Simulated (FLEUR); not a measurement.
**In3As: equation of state with r2SCAN**

Crystal: In3As.

```xyz
4
Lattice="4.6717 0.0000 0.0000 0.0000 4.6717 0.0000 0.0000 0.0000 4.6717" Properties=species:S:1:pos:R:3 pbc="T T T"
In    2.3358    2.3358    0.0000
In    2.3358    0.0000    2.3358
In    0.0000    2.3358    2.3358
As    0.0000    0.0000    0.0000
```

The cell comes from a database or a generator and needn't be the stable form of this composition.

```yaml
Program: FLEUR MaX-R8.1 (later development tree)
Task: equation of state
Functional: r2SCAN
Potentials_or_basis: all-electron
Basis: FLAPW
Kmax: 4.1 1/bohr
k_mesh: 6 × 6 × 6
Occupations: fermi-dirac, width 0.05 eV
Spin: no spin polarisation
Gmax: 12.7 1/bohr
Muffin-tin_radii: In 2.66, As 2.66 bohr
lmax: In 10, As 10
lnonsphr: In 10, As 10
Local_orbitals_a_species: In 5, As 6
```

```json
{
  "Equilibrium volume": "24.98 Å³/atom",
  "Bulk modulus": "45 GPa"
}
```

Energy against volume, from the lowest point:
```tsv
volume (Å³/atom)	energy (meV/atom)
23.960	4.98
24.470	0.15
25.489	0.00
26.509	10.18
27.019	18.38
```

Caveat: the meta-GGA is that of a development version, with a GGA for the radial functions and cores and without core tails.
